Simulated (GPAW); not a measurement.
Runs of GPAW 26.7.0 on TaV. The structure is orthorhombic, space group Cmmm (No. 65). Conventional cell: a = 3.213 Å, b = 4.616 Å, c = 4.341 Å, α = 90.00°, β = 90.00°, γ = 90.00°. Ta (site symmetry mmm) is surrounded by 4 V at 2.70 Å and 4 Ta at 2.81 Å. V (site symmetry mmm) is surrounded by 4 Ta at 2.70 Å and 4 V at 2.81 Å. The cell comes from a database or a generator and needn't be the stable form of this composition.

| task | level | potentials or basis | smearing | gap on the mesh (eV) | pressure (GPa) | moment (μB) |
| --- | --- | --- | --- | --- | --- | --- |
| single point | PBE | GPAW PAW data sets (gpaw-data 1.2.1), pw | fermi-dirac 0.05 eV | none | 0.6 | 0.00 |
| single point | RPBE | the program's PAW data sets (release 1.2.1) made for this functional, pw | gaussian 0.1 eV | none | (a) | 0.00 |
| single point | PBE | GPAW PAW data sets (gpaw-data 1.2.1), pw | gaussian 0.05 eV | none | 0.6 | 0.00 |
| single point | LDA | the program's PAW data sets (release 1.2.1) made for this functional, pw | gaussian 0.1 eV | none | -11.8 | 0.00 |

Alike in all rows: spin collinear, ferromagnetic start; cell as given; k mesh 10 × 10 × 6; cutoff (eV) 600.

**Question.** Estimate the missing entries.

**Answer.** (a) 4.7.

A k mesh can miss the band edges, and the runs leave out spin-orbit coupling on Ta.

A gap of «none» marks a metal or a gap under the smearing width.

Not every run made on this cell is shown here.
